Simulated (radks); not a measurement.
# Ionisation of Cs: one atom, several choices of exchange strength α

One table from this session's results is given with a row withheld; the runs are named, their logs left out.

Method: scalar-relativistic Kohn-Sham, spin-polarised, spherical densities, finite nucleus; open shells are filled with parallel spins first. Code: radks (a radial shooting solver on a logarithmic mesh, Libxc functionals) version 1.

## The atom as given

```
element       : caesium (Z = 55)
charge        : 0
electrons     : 55
configuration : [Xe] 6s1
ion           : Cs⁺, [Xe]
choices       : α = 0.628; α = 0.667; α = 0.758; α = 0.9; α = 0.911
```

Outer shells as boxes (Hund's rule):

Cs
```
[Xe] core
6s [↑ ]
```

Cs⁺
```
[Kr] core
4d [↑↓][↑↓][↑↓][↑↓][↑↓]
5s [↑↓]
5p [↑↓][↑↓][↑↓]
```

The first run:

Input:

```text
Z 55
configuration [Xe] 6s1
relativity scalar-relativistic
functional xalpha 0.628
spin polarised
nucleus finite rms 4.8041 fm
c 137.035999084
```

Among the steps run: α = 0.628: Cs.

One of the session's tables, all rows but one given; the rest of the session is left out.

It belongs to the step «α = 0.628: Cs». From the orbitals of this run (lengths in bohr):

| level | <r> | outermost maximum (interpolated) | 90 % within | nodes |
| --- | --- | --- | --- | --- |
| 4d up | ? | ? | ? | ? |
| 4d down | 0.8408 | 0.723 | 1.27 | 1 |
| 5s up | 1.749 | 1.54 | 2.54 | 4 |
| 5s down | 1.745 | 1.54 | 2.53 | 4 |
| 5p up | 2.125 | 1.79 | 3.17 | 3 |
| 5p down | 2.103 | 1.78 | 3.12 | 3 |
| 6s up | 5.860 | 4.91 | 8.74 | 5 |
| 6s down | 6.096 | 4.59 | 9.63 | 5 |

**Question.** Estimate the row for 4d up.

**Answer.** <r>: 0.8409; outermost maximum (interpolated): 0.723; 90 % within: 1.27; nodes: 1. In the column «<r>» it lies between 4d down (0.8408) and 5s down (1.745).
